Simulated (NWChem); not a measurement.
# GaSiH4O (SMILES [SiH3][O][GaH]) at 3 levels

Aim: a comparison of 3 runs (UHF/3-21G, UB3LYP/6-31G*) of GaSiH4O. 

Program for the calculation: NWChem 7.3.0.

1 further run of the same task is left out (it didn't finish).

### 1 Starting point

GaSiH4O has 7 atoms, charge 0, and is taken as a doublet. SMILES: `[SiH3][O][GaH]`. The coordinates come from a PBE0-D4/def2-TZVP relaxation. This is one conformer, not always the lowest.

Bond lengths: Si1–O2 1.632 Å, O2–Ga3 1.793 Å, Si1–H4 1.488 Å, Si1–H5 1.491 Å, Si1–H6 1.488 Å, Ga3–H7 1.605 Å. Angles: Si1–O2–Ga3 142.9°, O2–Si1–H4 109.9°, O2–Si1–H5 111.5°, O2–Si1–H6 109.9°, O2–Ga3–H7 113.7°, H4–Si1–H5 108.4°, H4–Si1–H6 108.7°, H5–Si1–H6 108.3°.

### 2 Energy and forces at UHF/3-21G (run 1)

File geom.nw:

```
start geom
memory stack 880 mb heap 220 mb global 1100 mb

geometry units au noautosym nocenter noautoz
   Si    -1.71417057     1.08980506    -0.46203804
   O      0.53233585    -0.70940319     0.64326277
   Ga     3.72710684    -1.69281666     0.09032891
   H     -3.96653514    -0.46921900    -1.09358451
   H     -0.89516327     2.45173067    -2.78885781
   H     -2.44851814     2.99805050     1.46699439
   H      4.76494442    -3.66795841     2.14370532
end

basis spherical bse
   Si library 3-21G
   O library 3-21G
   Ga library 3-21G
   H library 3-21G
end

scf
   nopen 1
   uhf
   thresh 1e-08
   maxiter 80
end

task scf gradient
```

Command:

```
$ nwchem geom.nw > geom.out
```

Log:

```text
[...]
  functions       =    52
[...]
  wavefunction    = UHF
[...]
         Total SCF energy =  -2278.040080601952
      One electron energy =  -3631.999333810389
      Two electron energy =   1127.096860024819
 Nuclear repulsion energy =    226.862393183619
                       Sz =      0.5000
                 Sz(Sz+1) =      0.7500
                      S^2 =      0.7589
[...]
                         UHF ENERGY GRADIENTS
    atom               coordinates                        gradient
                 x          y          z           x          y          z
   1 Si     -1.714171   1.089805  -0.462038    0.018011  -0.006532  -0.001883
   2 O       0.532336  -0.709403   0.643263   -0.055080   0.017364   0.009036
   3 Ga      3.727107  -1.692817   0.090329    0.035334  -0.005637  -0.013183
   4 H      -3.966535  -0.469219  -1.093585    0.001377  -0.002597   0.001723
   5 H      -0.895163   2.451731  -2.788858    0.001155  -0.001011   0.000751
   6 H      -2.448518   2.998051   1.466994    0.001782  -0.001775   0.002294
   7 H       4.764944  -3.667958   2.143705   -0.002580   0.000188   0.001263
[...]
```

Wall time 6.6 s (1 thread of Intel Xeon Platinum 8488C (Sapphire Rapids), shared host); peak memory 0.099 GiB.

### 3 Energy and gradient at UB3LYP/6-31G(d) (spherical functions) (run 2)

File gah4osi.nw:

```
start gah4osi
title "GaH4OSi"
memory 2200 mb
geometry units au noautosym nocenter noautoz
   Si    -1.71417057     1.08980506    -0.46203804
   O      0.53233585    -0.70940319     0.64326277
   Ga     3.72710684    -1.69281666     0.09032891
   H     -3.96653514    -0.46921900    -1.09358451
   H     -0.89516327     2.45173067    -2.78885781
   H     -2.44851814     2.99805050     1.46699439
   H      4.76494442    -3.66795841     2.14370532
end
basis "ao basis" spherical bse
   * library 6-31G*
end
dft
   xc b3lyp
   mult 2
   grid xfine
   convergence energy 1e-08
   maxiter 100
   mulliken
   noprint "final vectors analysis"
end
task dft gradient
```

Command:

```
$ nwchem gah4osi.nw > gah4osi.out
```

Log:

```text
[...]
          Wavefunction type:  spin polarized.
          No. of atoms     :     7
          No. of electrons :    57
[...]
          Charge           :     0
          Spin multiplicity:     2
[...]
          AO basis - number of functions:    72
[...]
              XC Information
              --------------
                         B3LYP Method XC Potential
                     Hartree-Fock (Exact) Exchange  0.200
                        Slater Exchange Functional  0.800 local
                    Becke 1988 Exchange Functional  0.720 non-local
              Lee-Yang-Parr Correlation Functional  0.810
                  VWN I RPA Correlation Functional  0.190 local
[...]
 d= 0,ls=0.0,diis     1  -2291.6616917517 -2.52D+03  1.30D-02  1.81D-01     6.6
[...]
 d= 0,ls=0.0,diis    10  -2291.7587434349 -8.49D-09  9.13D-07  7.72D-09    49.8
[...]
         Total DFT energy =    -2291.758743434898
      One electron energy =    -3642.451217565605
           Coulomb energy =     1229.972719782645
    Exchange-Corr. energy =     -106.142638835557
 Nuclear repulsion energy =      226.862393183619
[...]
      Total Density - Mulliken Population Analysis
     ---------------------------------------------
    Atom       Charge   Shell Charges
 -----------   ------   -------------------------------------------------------
    1 Si  14    13.40   2.00  2.00  5.96  0.96  1.78  0.18  0.26  0.25
    2 O    8     8.63   2.00  0.90  2.92  0.93  1.87  0.01
    3 Ga  31    30.72   2.00  2.00  6.00  2.00  5.99  1.33  1.05  0.12  0.12  6.81  2.94  0.36
    4 H    1     1.10   0.52  0.58
    5 H    1     1.11   0.52  0.59
    6 H    1     1.10   0.52  0.58
    7 H    1     0.95   0.46  0.49
[...]
      <S2> =      0.7542 (Exact =     0.7500)
[...]
  wavefunction    = open shell
                         DFT ENERGY GRADIENTS
    atom               coordinates                        gradient
                 x          y          z           x          y          z
   1 Si     -1.714171   1.089805  -0.462038    0.008541  -0.007495   0.004995
   2 O       0.532336  -0.709403   0.643263   -0.001309   0.006683  -0.008203
   3 Ga      3.727107  -1.692817   0.090329   -0.008195  -0.000655   0.005707
   4 H      -3.966535  -0.469219  -1.093585    0.000839  -0.000353   0.000329
   5 H      -0.895163   2.451731  -2.788858    0.000709  -0.000681   0.000567
   6 H      -2.448518   2.998051   1.466994    0.000750  -0.000654   0.000075
   7 H       4.764944  -3.667958   2.143705   -0.001336   0.003154  -0.003469
[...]
```

Run time: 69 s. Hardware: 1 thread of Intel Xeon Platinum 8488C (Sapphire Rapids), shared host; peak memory 0.14 GiB.

### 4 Energy and forces at UB3LYP/6-31G(d) (Cartesian functions) (run 3)

File mol.nw:

```
echo
start mol
title "GaH4OSi gradient"
memory total 2200 mb

geometry units angstroms noautosym nocenter noautoz
  Si    -0.907100     0.576700    -0.244500
  O      0.281700    -0.375400     0.340400
  Ga     1.972300    -0.895800     0.047800
  H     -2.099000    -0.248300    -0.578700
  H     -0.473700     1.297400    -1.475800
  H     -1.295700     1.586500     0.776300
  H      2.521500    -1.941000     1.134400
end

basis cartesian
  * library 6-31G*
end

dft
  xc b3lyp
  mult 2
  grid xfine
  convergence energy 1e-08
  maxiter 100
  mulliken
end

task dft gradient
```

Command:

```
$ nwchem mol.nw > mol.out
```

Log:

```text
[...]
          Wavefunction type:  spin polarized.
          No. of atoms     :     7
          No. of electrons :    57
[...]
          Charge           :     0
          Spin multiplicity:     2
[...]
          AO basis - number of functions:    77
[...]
              XC Information
              --------------
                         B3LYP Method XC Potential
                     Hartree-Fock (Exact) Exchange  0.200
                        Slater Exchange Functional  0.800 local
                    Becke 1988 Exchange Functional  0.720 non-local
              Lee-Yang-Parr Correlation Functional  0.810
                  VWN I RPA Correlation Functional  0.190 local
[...]
 d= 0,ls=0.0,diis     1  -2291.6669706302 -2.52D+03  1.29D-02  3.26D-01     5.6
[...]
 d= 0,ls=0.0,diis    11  -2291.7668815187 -9.49D-09  3.66D-07  2.77D-10    54.1
[...]
         Total DFT energy =    -2291.766881518720
      One electron energy =    -3642.513245424801
           Coulomb energy =     1230.000732055179
    Exchange-Corr. energy =     -106.116777853864
 Nuclear repulsion energy =      226.862409704765
[...]
      Total Density - Mulliken Population Analysis
     ---------------------------------------------
    Atom       Charge   Shell Charges
 -----------   ------   -------------------------------------------------------
    1 Si  14    13.40   2.00  1.99  5.96  1.01  1.78  0.19  0.26  0.21
    2 O    8     8.66   1.99  0.90  2.92  0.92  1.90  0.03
    3 Ga  31    30.67   2.00  1.99  6.00  1.95  5.99  1.39  1.04  0.17  0.12  6.86  2.96  0.19
    4 H    1     1.10   0.52  0.58
    5 H    1     1.11   0.52  0.59
    6 H    1     1.10   0.52  0.58
    7 H    1     0.97   0.47  0.50
[...]
      <S2> =      0.7541 (Exact =     0.7500)
[...]
  wavefunction    = open shell
                         DFT ENERGY GRADIENTS
    atom               coordinates                        gradient
                 x          y          z           x          y          z
   1 Si     -1.714170   1.089805  -0.462038    0.008241  -0.007133   0.004683
   2 O       0.532336  -0.709403   0.643263   -0.002239   0.006688  -0.007663
   3 Ga      3.727107  -1.692817   0.090329   -0.007222  -0.000396   0.004786
   4 H      -3.966535  -0.469219  -1.093584    0.000860  -0.000391   0.000364
   5 H      -0.895163   2.451730  -2.788858    0.000705  -0.000678   0.000566
   6 H      -2.448518   2.998050   1.466994    0.000773  -0.000688   0.000113
   7 H       4.764944  -3.667958   2.143705   -0.001118   0.002599  -0.002849
[...]
```

It took 71 s on 1 thread of Intel Xeon Platinum 8488C (Sapphire Rapids), shared host; peak memory 0.14 GiB.

### 5 The series

```tsv
run	level	iteration cap	module	energy (Eh)	dipole moment (D)	HOMO energy (eV)	LUMO energy (eV)	wall time
1	UHF/3-21G	80	scf	-2278.040081	1.76	-8.39	0.61	6.6 s
2	UB3LYP/6-31G* (spherical functions)	100	dft	-2291.758743	1.18	–	–	69 s
3	UB3LYP/6-31G* (Cartesian functions)	100	dft	-2291.766882	1.18	-5.83	-3.25	71 s
```

### 6 Outcome

| quantity | value |
| --- | --- |
| run 3: total energy | -2291.76688 Eh |
| run 3: dipole moment | 1.18 D |
| run 3: HOMO energy (highest over α and β) | -5.83 eV |
| run 3: LUMO energy (lowest over α and β) | -3.25 eV |
| run 3: ⟨S²⟩ | 0.754 |
| run 3: largest force on an atom | 0.610 eV/Å |

The dipole moment (its size) runs from 1.18 D (UB3LYP/6-31G*) to 1.76 D (UHF/3-21G). The two ends differ in method and basis. All runs together took 2.4 min, the longest 71 s.
